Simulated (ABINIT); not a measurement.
A calculation with ABINIT 10.8.3 (patched build) of Zr2C (ASE script, structure from a P1 CIF):

run.py

```python
import json, os
import numpy as np
from ase.units import GPa
from ase.calculators.abinit import Abinit, AbinitProfile
from ase.io import read

atoms = read('Zr2C.cif')

profile = AbinitProfile(command='abinit', pp_paths=[os.path.abspath('pseudos')])
params = dict(
    pps='pawxml', xc='PBE',
    ecut=517.0163,
    pawecutdg=1034.0327,
    pawxcdev=0,
    kptopt=1,
    ngkpt=[9, 9, 9],
    nshiftk=1,
    shiftk=[0.0, 0.0, 0.0],
    ixc=11,
    nband=18,
    occopt=3,
    tsmear=0.05,
    nstep=100,
    tolvrs=1e-09,
    prtwf=0,
    prtden=0,
)

atoms.calc = Abinit(profile=profile, directory='run', **params)
energy = atoms.get_potential_energy()
forces = atoms.get_forces()
stress = atoms.get_stress()
print(f'energy {energy:.6f} eV')
print('forces (eV/A)')
print(np.round(forces, 5))
print('stress (GPa, Voigt, tension positive)', np.round(stress / GPa, 4))
json.dump(dict(energy=energy, forces=forces.tolist(), stress=stress.tolist(), cell=atoms.cell.tolist(), frac=atoms.get_scaled_positions(wrap=False).tolist()), open('results.json', 'w'))
```

The input Zr2C.cif:

```cif
data_Zr2C
_cell_length_a 5.71696873
_cell_length_b 5.71696873
_cell_length_c 5.71696821
_cell_angle_alpha 33.92147489
_cell_angle_beta 33.92147489
_cell_angle_gamma 33.92141063
_space_group_name_H-M_alt 'P1'
_space_group_name_Hall 'P 1'
_space_group_IT_number 1
loop_
_space_group_symop_operation_xyz
'x,y,z'
loop_
_atom_site_label
_atom_site_type_symbol
_atom_site_symmetry_multiplicity
_atom_site_Wyckoff_symbol
_atom_site_fract_x
_atom_site_fract_y
_atom_site_fract_z
_atom_site_occupancy
Zr1 Zr 1 a 0.2555700000 0.2555700000 0.2555700000 1
Zr2 Zr 1 a 0.7444300000 0.7444300000 0.7444300000 1
C1 C 1 a 0.0000000000 0.0000000000 0.0000000000 1
```

Potentials or basis: JTH PAW PBE v2.0.

Run with:

```console
$ python run.py
```

The cell was built by a generator and needn't be a form met in nature.

Task: Write the same calculation in another form: native input, structure from a POSCAR.

Result: As run:

Contents of run.abi:

```
# Pseudopotentials
pp_dirpath "./"
pseudos "Zr.GGA_PBE-JTH.xml, C.GGA_PBE-JTH.xml"

# Structure
structure "poscar:POSCAR"
natom 3

# Plane-wave basis
ecut 19.0
pawecutdg 38.0
pawxcdev 0

# k points
kptopt 1
ngkpt 9 9 9
nshiftk 1
shiftk 0.0 0.0 0.0

# Exchange and correlation
ixc 11

# Bands and occupations
nband 18
occopt 3
tsmear 0.05 eV

# SCF cycle
nstep 100
tolvrs 1.0e-9

# Output
iomode 3
prtwf 0
prteig 0
prtebands 0
enunit 2
prtden 1
prtvha 1
prtvclmb 1
prtpot 1
```

POSCAR

```
Zr2C
1.0
    1.6677300000      0.9628700000      5.3828700000
   -1.6677300000      0.9628700000      5.3828700000
    0.0000000000     -1.9257300000      5.3828700000
Zr C
2 1
Direct
    0.2555700000      0.2555700000      0.2555700000  Zr
    0.7444300000      0.7444300000      0.7444300000  Zr
    0.0000000000      0.0000000000      0.0000000000  C
```

Potentials or basis: JTH PAW PBE v2.0.

The run is started by

```bash
$ abinit run.abi > log 2>&1
```

Both were run:

|  | ASE script, structure from a P1 CIF | native input, structure from a POSCAR |
| --- | --- | --- |
| Pressure | -0.1 GPa | -0.1 GPa |
| Largest force | 0.010 eV/Å | 0.010 eV/Å |
| Band gap on the k mesh | none (metal or under the smearing width) | none (metal or under the smearing width) |
| Valence electrons inside the program's atomic spheres | Zr 9.03; C 2.41 | Zr 9.03; C 2.41 |

Keys that steer only the numerical path or the files written may differ.
